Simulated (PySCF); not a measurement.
# C6H6BF2Si: the cost of one run

Computed with PySCF 2.14.0 and routines of our own; the level stands in each step. Atoms count from 0.

### Step 1. The starting structure

16 atoms, charge 0, multiplicity 2; geometry from: GFN2-xTB.

### Step 2. Open-shell or spin-flip excitations: unrestricted TDDFT wB97X-D/def2-SVP

Job settings and geometry (Å):

```
{"job": {"kind": "uabs", "xc": "wB97X-D", "basis": "def2-SVP", "nstates": 10, "tda": false}, "charge": 0, "multiplicity": 2}
F     -1.125692     3.134431    -0.509616
B     -1.335346     1.825514    -0.410275
F     -2.618953     1.490815    -0.589330
C     -0.231140     0.811520    -0.120912
C      1.081205     1.281652     0.054953
C      2.133867     0.438691     0.318729
C      1.902428    -0.937137     0.420542
C      0.635967    -1.434722     0.256864
C     -0.467541    -0.595898    -0.018131
Si    -2.100638    -1.398610    -0.220549
H      1.249435     2.346383    -0.023345
H      3.131605     0.829512     0.447667
H      2.726412    -1.604866     0.627650
H      0.470382    -2.500930     0.337837
H     -3.391573    -0.830223    -0.525268
H     -2.068016    -2.847190    -0.058226
```

Level: unrestricted TDDFT wB97X-D/def2-SVP, vertical, gas phase, core orbitals frozen in the response.

Launch:

```console
$ OMP_NUM_THREADS=1 python excited_run.py task.json out
```

This one command runs all jobs of the session in turn.

**Question.** How long does this first job take on 1 thread of Arm Neoverse V1, shared host, and how much memory does it need?

About 1.8 min, with a peak of 0.74 GiB.
